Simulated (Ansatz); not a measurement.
## YSn3 and its elements: a formation energy from the elements

Program: Ansatz 0.2.0 through its Python package.

`ysn3.py`:
```python
from collections import Counter
import warnings

import ansatz as az
import numpy as np

PHASES = {
    "YSn3": (
        [(4.666, 0.0, 0.0), (0.0, 4.666, 0.0), (0.0, 0.0, 4.666)],
        [
            ("Y", (0.0, 0.0, 0.0)),
            ("Sn", (0.0, 0.5, 0.5)),
            ("Sn", (0.5, 0.0, 0.5)),
            ("Sn", (0.5, 0.5, 0.0)),
        ],
    ),
    "Y": (
        [(3.6474, 0.0, 0.0), (-1.8237, 3.158741, 0.0), (0.0, 0.0, 5.7306)],
        [
            ("Y", (1 / 3, 2 / 3, 0.25)),
            ("Y", (2 / 3, 1 / 3, 0.75)),
        ],
    ),
    "Sn": (
        [(0.0, 3.233343, 3.233343), (3.233343, 0.0, 3.233343), (3.233343, 3.233343, 0.0)],
        [
            ("Sn", (0.0, 0.0, 0.0)),
            ("Sn", (0.25, 0.25, 0.25)),
        ],
    ),
}


def build(vectors, sites):
    crystal = az.Crystal(lattice=az.Lattice.of(vectors))
    for symbol, position in sites:
        crystal = crystal.atom(symbol, position)
    return crystal


def run_phase(name, crystal):
    calc = (
        crystal.calculation()
        .functional("lda")
        .basis(420, density_ratio=4)
        .mixing("msr1")
        .scf(tolerance=1e-05)
        .kpoints(spacing=0.3)
        .occupations("cold", width=0.05)
        .stress()
    )
    calc = calc.relax(force_tolerance=0.03, max_steps=40, cell=True)
    return calc.run()


def counts(outcome):
    return Counter(site.symbol for site in outcome.lattice.sites)

def formation_energy(outcome, mu):
    n = counts(outcome)
    return (outcome.report["energy_sigma0_ev"] - sum(k * mu[element] for element, k in n.items())) / sum(n.values())


def volume_per_atom(outcome):
    return abs(np.linalg.det(outcome.lattice.cell_ang)) / len(outcome.lattice.sites)

warnings.simplefilter("ignore", az.DeckWarning)

phases = {name: build(*cell) for name, cell in PHASES.items()}

done = {name: run_phase(name, crystal) for name, crystal in phases.items()}

references = {"Y": "Y", "Sn": "Sn"}
mu = {element: done[name].report["energy_sigma0_ev"] / len(done[name].lattice.sites) for element, name in references.items()}

target = done["YSn3"]
heat = formation_energy(target, mu)
n = counts(target)
print("cell content:", dict(n), " volume", round(volume_per_atom(target), 3), "A^3/atom")
print("formation energy", round(heat, 4), "eV/atom,", round(heat * sum(n.values()), 4), "eV per cell")
print("bound against the elements" if heat < 0 else "unbound against the elements")
```

```console
$ python ysn3.py
cell content: {<Element.Y: 'Y'>: 1, <Element.SN: 'Sn'>: 3}  volume 24.379 A^3/atom
formation energy -0.5295 eV/atom, -2.1182 eV per cell
bound against the elements
```

The settings weren't tested for convergence. Spin is left out of this run. For the metals among these phases the mesh is modest: differences between phases can be off by up to 40 meV an atom. The program warned that this SCF threshold is loose for forces or stresses. The cells come from databases of deposited and of computed structures, and not all need be stable phases. The compound is the structure given, not necessarily its lowest; energies are at zero temperature, with no correction for gases. A semilocal functional's error on such energies is often 0.05 to 0.1 eV an atom, and 0.1 to 0.3 eV against gases such as O2 or F2. The script silences the warnings on its input, which a real study should read. Wall time of the script: 6.6 s on 1 thread of AMD EPYC 9R14 (Zen 4), with other jobs on the host, peak memory 0.45 GiB.

(Lines on the test bed's own set-up are left out of the output.)
